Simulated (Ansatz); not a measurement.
# B₂H₄SSi, SMILES S[SiH]1BB1: a geometry optimisation

Computed with Ansatz 0.2.0, Python API.

The cells in order, each with its output:

```python
import itertools

import ansatz as az
from ase.data import atomic_numbers, covalent_radii
import numpy as np

molecule = (
    az.Crystal.molecule()
    .atom("S", (-1.5189, 0.7902, -1.3393))
    .atom("Si", (-0.2776, 0.4878, 0.3255))
    .atom("B", (1.1653, -0.5688, -0.1182))
    .atom("B", (-0.078, -1.2985, 0.7954))
    .atom("H", (-0.7958, 1.9246, -1.799))
    .atom("H", (-0.0994, 1.5212, 1.3747))
    .atom("H", (2.2857, -0.6744, -0.6083))
    .atom("H", (-0.5892, -2.2392, 1.3134))
)
```

```python
calc = (
    molecule.calculation()
    .basis(gaussian="def2-SVP")
    .functional("b3lyp")
)
symbols = [site.symbol for site in molecule.cartesian_sites]
start = np.array([site.position_ang for site in molecule.cartesian_sites], dtype=float)
def progress(event):
    if event["event"] == "relax_step":
        row = event["data"]
        print(f"step {row['step']:3d}  E = {row['lagrangian_ev']:.6f} eV  largest force component {row['allowed_force_max_ev_ang']:.4f} eV/A")
```

```python
rep = calc.relax(force_tolerance=0.005, max_steps=100).session().plan().execute(on_event=progress).report
end = np.array(rep["positions_ang"])
```

    step   1  E = -20120.924101 eV  largest force component 3.5210 eV/A
    step   2  E = -20121.503858 eV  largest force component 1.6525 eV/A
    step   3  E = -20121.809704 eV  largest force component 1.1419 eV/A
    step   4  E = -20122.056329 eV  largest force component 1.0331 eV/A
    step   5  E = -20122.437780 eV  largest force component 0.6935 eV/A
    step   6  E = -20122.750948 eV  largest force component 0.6166 eV/A
    step   7  E = -20122.960472 eV  largest force component 0.6223 eV/A
    step   8  E = -20123.171947 eV  largest force component 0.7416 eV/A
    step   9  E = -20123.241503 eV  largest force component 0.9968 eV/A
    step  10  E = -20123.288720 eV  largest force component 0.4933 eV/A
    step  11  E = -20123.312940 eV  largest force component 0.2336 eV/A
    step  12  E = -20123.307878 eV  largest force component 0.3681 eV/A
    step  13  E = -20123.321404 eV  largest force component 0.0788 eV/A
    step  14  E = -20123.320571 eV  largest force component 0.0916 eV/A
    step  15  E = -20123.322290 eV  largest force component 0.0295 eV/A
    step  16  E = -20123.322522 eV  largest force component 0.0288 eV/A
    step  17  E = -20123.322633 eV  largest force component 0.0236 eV/A
    step  18  E = -20123.322706 eV  largest force component 0.0088 eV/A
    step  19  E = -20123.322711 eV  largest force component 0.0046 eV/A

```python
print("reference energy %16.6f eV" % rep["reference_energy_ev"])
print("total energy     %16.6f eV" % rep["free_energy_ev"])
print("occupied orbitals outside the frozen core (up, down):", rep["n_occupied"], " frozen:", rep["n_frozen"], " virtual:", rep["n_virtual"])
```

    reference energy    -20123.322946 eV
    total energy        -20123.322946 eV
    occupied orbitals outside the frozen core (up, down): [22, 22]  frozen: 0  virtual: [62, 62]

```python
# pairs closer than 1.2 times the sum of covalent radii, before or after
radius = [covalent_radii[atomic_numbers[s]] for s in symbols]
span = lambda where, i, j: np.linalg.norm(where[i] - where[j])
bonded = [(i, j) for i, j in itertools.combinations(range(len(symbols)), 2) if min(span(start, i, j), span(end, i, j)) < 1.2 * (radius[i] + radius[j])]
print("pair        before    after (A)")
for i, j in bonded:
    print(f"{symbols[i]}{i}-{symbols[j]}{j}".ljust(10), f"{span(start, i, j):8.4f} {span(end, i, j):8.4f}")
```

    pair        before    after (A)
    S0-Si1       2.0985   2.2825
    S0-B2        3.2470   1.9290
    S0-H4        1.4216   1.3704
    Si1-B2       1.8426   2.2361
    Si1-B3       1.8578   1.8986
    Si1-H5       1.4834   1.4964
    B2-B3        1.7067   1.6142
    B2-H6        1.2275   1.2036
    B3-H7        1.1894   1.1955

Caveats:
- Total energies depend on the basis set; only differences at equal settings carry meaning.
- The end point is the stationary point reached from this start; no frequency run checks that it is a minimum, and the basis set is modest.
- b3lyp holds the VWN-RPA fit, as in Gaussian; the form of ORCA and Turbomole is b3lyp5.
- The bonding changed during the relaxation, so the end is another isomer than the start names.
- Finished in 68 s on 1 thread of Arm Neoverse V1, with other jobs on the host, peak memory 0.24 GiB.
